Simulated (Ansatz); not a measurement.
# TiF+ (triplet): wave-function methods side by side, def2-QZVPP

One table from this session's results is given with a row withheld; the runs are named, their logs left out.

The runs use Ansatz 0.2.0, Gaussian basis; def2-QZVPP, core rule «outside noble gas», up to 10 orbitals frozen.

Plan: UHF; ROHF; CCSD(T) on UHF.

2 further runs of the same task are left out: 2 set aside as unsound or not needed. Runs told in other sessions of the task aren't counted.

### What is computed

The geometry is a PBE0/def2-TZVP stationary point (not a proven minimum) of the parent state, kept for this charge and spin.

2 atoms, charge 1, spin multiplicity 3.

Atoms are counted from 1 here; the program's logs count them from 0.

Bond lengths: Ti1–F2 1.709 Å.

The first run:

The input, in.yaml:

```yaml
crystal:
  periodic: [false, false, false]
  atoms:
    - {symbol: Ti, position_ang: [0.000000, 0.000000, 0.000000]}
    - {symbol: F, position_ang: [0.000000, 0.000000, 1.708600]}
basis:
  gaussian: {orbitals: "def2-QZVPP.json"}
total_charge: 1
magnetization: {spin_polarized: true, initial_magnetization: 2}
hamiltonian: {xc: hf}
output: {orbitals: {seedname: orbitals}}
```

Launch:

```console
ansatz run in.yaml --threads 1 --pin off --events-out ev --progress --plain --max-ram 4096MiB --backend cpu
```

Among the steps run: UHF; ROHF; CCSD(T) on UHF.

One table of the session follows, with a row left open; its other results are not shown here.

```
  method  from UCCSD(T) (meV)
    ROHF                    ?
     UHF              +9056.6
    UMP2               +288.7
   UCCSD               +331.3
UCCSD(T)                    0
```

Q: Estimate the row for ROHF from the others.

As computed: from UCCSD(T) (meV): +9193.8. In the column «from UCCSD(T) (meV)» it is the highest.
